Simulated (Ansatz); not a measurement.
# WS (P1) in Ansatz: convergence with k mesh

Aim: find how far k mesh must go before the results for WS settle, at PBE. This setting moves, with any that are tied to it; all else stays.

Program: Ansatz 0.2.0. These are calculated values, not measurements. Logs are shortened: lines on timing, memory, paths and dates and some standing lists are left out, and cuts for length are marked.

## 1. The cell of the first run

The typed cell holds 2 atoms: a = 3.927 Å, b = 3.927 Å, c = 3.927 Å, α = 113.39°, β = 113.39°, γ = 101.88°.

The cell was built by a generator and needn't be a form met in nature.

The cell isn't the ideal one: atoms moved at random, drawn with an rms of 0.05 Å.

## 2. With k mesh 3 × 3 × 3

The input, input.yaml:

```yaml
crystal:
  lattice:
    - [-2.15646527, 2.15646527, 2.47472653]
    - [2.15646527, -2.15646527, 2.47472653]
    - [2.15646527, 2.15646527, -2.47472653]
  atoms:
    - { symbol: W, position: [0.496193, 0.499185, 0.000855] }
    - { symbol: S, position: [0.00257, 0.002956, -0.01707] }
hamiltonian:
  xc: pbe
  pseudopotentials: { kind: paw, level: accurate }
kpoints:
  mp_grid: { grid: [3, 3, 3] }
scf:
  occupations: { method: fermi_dirac, width: 0.05 }
output:
  forces: true
  stress: true
  eigenvalues: true
```

Potentials or basis: Ansatz PAW earlier set.

Launch:

```bash
> ansatz run input.yaml --threads 2 --pin off --max-ram 5632MiB --backend cpu --events-out ev --progress --plain --runs-dir out
```

The log of the run:

```text
Warning: RAYON_NUM_THREADS=2 ignored (pool sized by the plan → 2); use --threads N
Engine: ansatz 0.2.0, aarch64-unknown-linux-gnu
Pseudopotentials: kind: paw, level: accurate
Pseudopotential: W, paw, valence charge 28, recommended cutoff 880 eV (high), W.paw.azcp
Pseudopotential: S, paw, valence charge 6, recommended cutoff 580 eV (normal), S.paw.azcp#accurate
Functional definition: PBE
  parameter kappa = 0.804
  parameter beta = 0.06672455060314922
  exchange = pbe_x(kappa = kappa, mu = beta*pi^2/3)
  correlation = pbe_c(beta = beta)
Crystal: 2 atoms, lattice volume = 46.033 Å³
Basis set: ecut = 880 eV, 2731 PW (Γ), exchange–correlation on 80×80×80 points (8 copies of the dense FFT grid, shifted against one another)
Bands: 21, of which v1, the nominal top of the filled ones, is band 17 counted from 1 (16 counted from 0)
Symmetry: 1 space group operations
Space group: P1 (ITA 1), of the structure as read, at distance tolerance 3.6e-5 Å
k-points: 14 of 27 (time reversal used)
Non-local potential: W, projectors of the file, l = 0: 3, l = 1: 3, l = 2: 2, l = 3: 3
Non-local potential: S, projectors of the file, l = 0: 3, l = 1: 3, l = 2: 2, l = 3: 1, l = 4: 1
PAW form: soft (Blöchl's): semilocal exchange-correlation on the pseudo side does not see the compensation charge
PAW one-centre angular grid: W, 590 points (default); XC on 64 Gauss nodes
PAW one-centre angular grid: S, 194 points (default); XC on 64 Gauss nodes
Initial density: superposition of atomic densities (chi_scale 0.1, normalization cell, long waves kept (reshape's long-wave potential 0.00 eV rms))
Initial wavefunctions: pseudopotential atomic-orbital guess
Functional: x = pbe(κ = 0.804, μ = 0.2195149727645171), c = pbe(β = 0.06672455060314922)
SCF iter   1: F=—  HF=-18779.844939 eV  |F-HF|=—  |Δ(HF+E_count)|=         —  Δρ=3.64e-2  dr2=4.71e-1  ethr=3.10e-3  ⟨swp⟩=5.7  Hψ=1475  notcnv=0
preconditioner: auto → Kerker (q_TF=auto, 2.594 Å⁻¹)  [metal: Δε(μ)=0.087 eV  Ē_g=6.593 eV  σ=0.050 eV  W_gap=0.39  n_scr=14 (ndim 8)  ℏωp=19.0 eV  f_vac=0.000  D(μ)=6.42/eV (n_scr^D=102)]
SCF iter   2: F=—  HF=-18779.760688 eV  |F-HF|=—  |Δ(HF+E_count)|=   8.43e-2  Δρ=1.69e-2  dr2=9.28e-2  ethr=1.39e-3  ⟨swp⟩=2.4  Hψ=490  notcnv=0
SCF iter   3: F=—  HF=-18779.745889 eV  |F-HF|=—  |Δ(HF+E_count)|=   1.48e-2  Δρ=5.55e-3  dr2=8.56e-3  ethr=2.73e-4  ⟨swp⟩=3.4  Hψ=505  notcnv=0
SCF iter   4: F=—  HF=-18779.745256 eV  |F-HF|=—  |Δ(HF+E_count)|=   6.33e-4  Δρ=1.96e-3  dr2=1.27e-3  ethr=2.52e-5  ⟨swp⟩=2.0  Hψ=569  notcnv=0
SCF iter   5: F=—  HF=-18779.744685 eV  |F-HF|=—  |Δ(HF+E_count)|=   5.71e-4  Δρ=5.97e-4  dr2=1.20e-4  ethr=3.74e-6  ⟨swp⟩=2.0  Hψ=529  notcnv=0
SCF iter   6: F=—  HF=-18779.744737 eV  |F-HF|=—  |Δ(HF+E_count)|=   5.20e-5  Δρ=2.86e-4  dr2=2.03e-5  ethr=3.52e-7  ⟨swp⟩=2.7  Hψ=552  notcnv=0
SCF iter   7: F=—  HF=-18779.744735 eV  |F-HF|=—  |Δ(HF+E_count)|=   1.91e-6  Δρ=7.45e-5  dr2=1.52e-6  ethr=5.96e-8  ⟨swp⟩=2.2  Hψ=486  notcnv=0
SCF iter   8: F=—  HF=-18779.744735 eV  |F-HF|=—  |Δ(HF+E_count)|=   7.74e-7  Δρ=3.99e-5  dr2=4.74e-7  ethr=4.47e-9  ⟨swp⟩=2.0  Hψ=526  notcnv=0
SCF iter   9: F=-18779.744735 eV  HF=-18779.744735 eV  |F-HF|=1.60e-9  |Δ(HF+E_count)|=   2.13e-8  Δρ=1.00e-5  dr2=3.34e-8  ethr=2.94e-10  ⟨swp⟩=4.3  Hψ=1481  notcnv=0
SCF 1 converged in 9 iterations: F = -18779.744735 eV  dr2 = 3.34e-8
SCF converged after 9 iterations
Free energy (F): -18779.744735 eV
Harris-Foulkes:  -18779.744735 eV  (|F-HF|=1.60e-9)
Internal energy: -18779.668538 eV  (E = F + TS)
E sigma→0 (E₀):  -18779.706637 eV
Entropy (-TS):   -0.076198 eV (-38.099 meV/atom)
Fermi energy:    11.964181 eV
--- Per-component energies (eV) ---
  E_band       = -437.956903
  E_kinetic    = 868.452908
  E_local      = -11708.155773  (includes V_loc(G=0)·N_el)
  E_nonlocal   = 1714.434507
  E_hartree    = 4010.813651
  E_xc         = -385.580304
  E_vxc        = -392.873929  (∫ρ·V_xc dr)
  E_paw        = -8095.592106  (= ΣΔE_a, less E_core_relax)
  E_vpaw       = 1058.565369  (= ΣTr[D̂ρ^β], less what the cores' own moments, if any, meet on the grid)
  E_core_relax = -0.000098  (the energy of the cores' relaxation)
  E_aug_tail   = -0.000001  (compensation charges beyond the density's cutoff)
  E_ewald      = -5184.041321
  E_smearing   = -0.076198  (= −TS)
  E_closure    = -0.000000  (closes the sum)
  Σ components = -18779.744735   (vs F -18779.744735, Δ=0.00e0)
--- Forces (eV/Å), atoms counted from 1 ---
  atom   1  W      0.28998610     0.21710480     0.15146632
  atom   2  S     -0.28998313    -0.21710275    -0.15146234
  max |Σ_I F_I| component: 3.98e-6 eV/Å
--- Stress (GPa, compression-positive) ---
      -22.854273       0.004549      -0.008225
        0.004549     -22.888410      -0.008082
       -0.008224      -0.008082     -21.612698
  P = ⅓ Tr σ = -22.4518 GPa (-224.518 kbar)
--- Band table (eV; the first three rows and the last of 14) ---
  k-point 0: bands = ["-62.6522", "-26.8084", "-26.8050", "-26.8005", "-17.0297", "-17.0297", "-16.9529", "-16.9491", "-16.9413", "-16.9404", "-16.9343", "-2.4724", "8.9033", "9.3273", "9.3714", "10.2138", "10.5893", "10.6151", "10.9943", "11.7729", "13.2343"]
  k-point 1: bands = ["-62.6518", "-26.8225", "-26.8126", "-26.8061", "-17.0297", "-17.0296", "-16.9528", "-16.9497", "-16.9414", "-16.9404", "-16.9339", "-2.0034", "6.7648", "8.2939", "8.9909", "10.0089", "11.0627", "12.1992", "12.4736", "13.2624", "14.0425"]
  k-point 2: bands = ["-62.6518", "-26.8236", "-26.8100", "-26.8074", "-17.0298", "-17.0295", "-16.9532", "-16.9495", "-16.9413", "-16.9405", "-16.9339", "-1.7359", "5.8413", "7.3943", "7.7584", "11.7187", "11.9135", "11.9464", "13.5544", "13.7056", "15.8742"]
  k-point 13: bands = ["-62.6514", "-26.8256", "-26.8194", "-26.8152", "-17.0297", "-17.0295", "-16.9528", "-16.9502", "-16.9413", "-16.9404", "-16.9337", "-1.7217", "6.8496", "7.4263", "7.8037", "11.2842", "11.8816", "11.9789", "13.0855", "13.4464", "14.4563"]
```

Run time: 3.3 s. Hardware: 2 threads of Arm Neoverse V1, shared host; peak memory 0.36 GiB.

Results:

| Quantity | Value |
| --- | --- |
| Free energy | -18779.7447 eV |
| Pressure | -22.5 GPa |
| Largest force | 0.393 eV/Å |
| Band gap on the k mesh | none (metal or under the smearing width) |

## 3. With k mesh 4 × 4 × 4

input.yaml, as its differences from that of step 2:

```diff
@@ -12,3 +12,3 @@
 kpoints:
-  mp_grid: { grid: [3, 3, 3] }
+  mp_grid: { grid: [4, 4, 4] }
 scf:
```

Potentials or basis: Ansatz PAW earlier set.

Launch:

```bash
> ansatz run input.yaml --threads 2 --pin off --max-ram 5632MiB --backend cpu --events-out ev --progress --plain --runs-dir out
```

Run time: 6.7 s. Hardware: 2 threads of Arm Neoverse V1, shared host; peak memory 0.4 GiB.

Results:

```
Free energy            : -18779.9929 eV
Pressure               : -23.7 GPa
Largest force          : 0.324 eV/Å
Band gap on the k mesh : none (metal or under the smearing width)
```

## 4. With k mesh 5 × 5 × 5

input.yaml, as its differences from that of step 3:

```diff
@@ -12,3 +12,3 @@
 kpoints:
-  mp_grid: { grid: [4, 4, 4] }
+  mp_grid: { grid: [5, 5, 5] }
 scf:
```

Launch:

```bash
> ansatz run input.yaml --threads 2 --pin off --max-ram 5632MiB --backend cpu --events-out ev --progress --plain --runs-dir out
```

Run time: 11 s. Hardware: 2 threads of Arm Neoverse V1, shared host; peak memory 0.45 GiB.

Results:

```yaml
Free_energy: -18779.7299 eV
Pressure: -22.4 GPa
Largest_force: 0.373 eV/Å
Band_gap_on_the_k_mesh: none (metal or under the smearing width)
```

## 5. With k mesh 6 × 6 × 6

input.yaml, as its differences from that of step 4:

```diff
@@ -12,3 +12,3 @@
 kpoints:
-  mp_grid: { grid: [5, 5, 5] }
+  mp_grid: { grid: [6, 6, 6] }
 scf:
```

Launch:

```bash
> ansatz run input.yaml --threads 2 --pin off --max-ram 5632MiB --backend cpu --events-out ev --progress --plain --runs-dir out
```

It took 18 s on 2 threads of Arm Neoverse V1, shared host; peak memory 0.55 GiB.

What came out:

```
Free energy            : -18779.8553 eV
Pressure               : -23.0 GPa
Largest force          : 0.316 eV/Å
Band gap on the k mesh : none (metal or under the smearing width)
```

## 6. With k mesh 7 × 7 × 8

input.yaml, as its differences from that of step 5:

```diff
@@ -12,3 +12,3 @@
 kpoints:
-  mp_grid: { grid: [6, 6, 6] }
+  mp_grid: { grid: [7, 7, 8] }
 scf:
```

Potentials or basis: Ansatz PAW earlier set.

Launch:

```bash
> ansatz run input.yaml --threads 2 --pin off --max-ram 5632MiB --backend cpu --events-out ev --progress --plain --runs-dir out
```

Run time: 32 s. Hardware: 2 threads of Arm Neoverse V1, shared host; peak memory 0.72 GiB.

The run converged. Its results:

- Free energy: -18779.8808 eV
- Pressure: -23.2 GPa
- Largest force: 0.294 eV/Å
- Band gap on the k mesh: none (metal or under the smearing width)

## 7. With k mesh 9 × 9 × 10

input.yaml, as its differences from that of step 6:

```diff
@@ -12,3 +12,3 @@
 kpoints:
-  mp_grid: { grid: [7, 7, 8] }
+  mp_grid: { grid: [9, 9, 10] }
 scf:
```

Launch:

```bash
> ansatz run input.yaml --threads 2 --pin off --max-ram 5632MiB --backend cpu --events-out ev --progress --plain --runs-dir out
```

Wall time 61 s (2 threads of Arm Neoverse V1, shared host); peak memory 1.1 GiB.

Results (log left out):

```yaml
Free_energy: -18779.8813 eV
Pressure: -23.2 GPa
Largest_force: 0.302 eV/Å
Band_gap_on_the_k_mesh: none (metal or under the smearing width)
```

## 8. With k mesh 11 × 11 × 12

input.yaml, as its differences from that of step 7:

```diff
@@ -12,3 +12,3 @@
 kpoints:
-  mp_grid: { grid: [9, 9, 10] }
+  mp_grid: { grid: [11, 11, 12] }
 scf:
```

Launch:

```bash
> ansatz run input.yaml --threads 2 --pin off --max-ram 5632MiB --backend cpu --events-out ev --progress --plain --runs-dir out
```

It took 1.8 min on 2 threads of Arm Neoverse V1, shared host; peak memory 1.8 GiB.

Results (log left out):

```yaml
Free_energy: -18779.8726 eV
Pressure: -23.1 GPa
Largest_force: 0.291 eV/Å
Band_gap_on_the_k_mesh: none (metal or under the smearing width)
```

## 9. With k mesh 13 × 13 × 14

input.yaml, as its differences from that of step 8:

```diff
@@ -12,3 +12,3 @@
 kpoints:
-  mp_grid: { grid: [11, 11, 12] }
+  mp_grid: { grid: [13, 13, 14] }
 scf:
```

Potentials or basis: Ansatz PAW earlier set.

Launch:

```bash
> ansatz run input.yaml --threads 2 --pin off --max-ram 5632MiB --backend cpu --events-out ev --progress --plain --runs-dir out
```

Run time: 3 min. Hardware: 2 threads of Arm Neoverse V1, shared host; peak memory 2.7 GiB.

Results (log left out):

- Free energy: -18779.8764 eV
- Pressure: -23.2 GPa
- Largest force: 0.288 eV/Å
- Band gap on the k mesh: none (metal or under the smearing width)

## 10. Summary

| k mesh | energy less the tightest run, at zero smearing (meV/atom) | pressure (GPa) | largest force (eV/Å) | SCF cycles | CPU time (s) | peak memory (GiB) |
| --- | --- | --- | --- | --- | --- | --- |
| 3 × 3 × 3 | 75.38 | -22.45 | 0.393 | 9 | 6.2 | 0.36 |
| 4 × 4 × 4 | -59.13 | -23.75 | 0.324 | 8 | 12 | 0.4 |
| 5 × 5 × 5 | 78.62 | -22.40 | 0.373 | 8 | 21 | 0.45 |
| 6 × 6 × 6 | 11.60 | -22.98 | 0.316 | 8 | 35 | 0.55 |
| 7 × 7 × 8 | -1.86 | -23.17 | 0.294 | 8 | 63 | 0.72 |
| 9 × 9 × 10 | -2.87 | -23.20 | 0.302 | 8 | 120 | 1.1 |
| 11 × 11 × 12 | 2.27 | -23.13 | 0.291 | 8 | 220 | 1.8 |
| 13 × 13 × 14 | 0.00 | -23.17 | 0.288 | 8 | 360 | 2.7 |

Against the tightest run, the pressure stays within 0.1 GPa from 7 × 7 × 8 on; the largest force stays within 0.005 eV/Å from 11 × 11 × 12 on. Not settled before the last step: the energy (to 1 meV/atom). Meshes of other sizes hit other points, so gaps and Fermi surfaces needn't settle smoothly. The tightest run that finished is the yardstick and may itself not be fully converged.
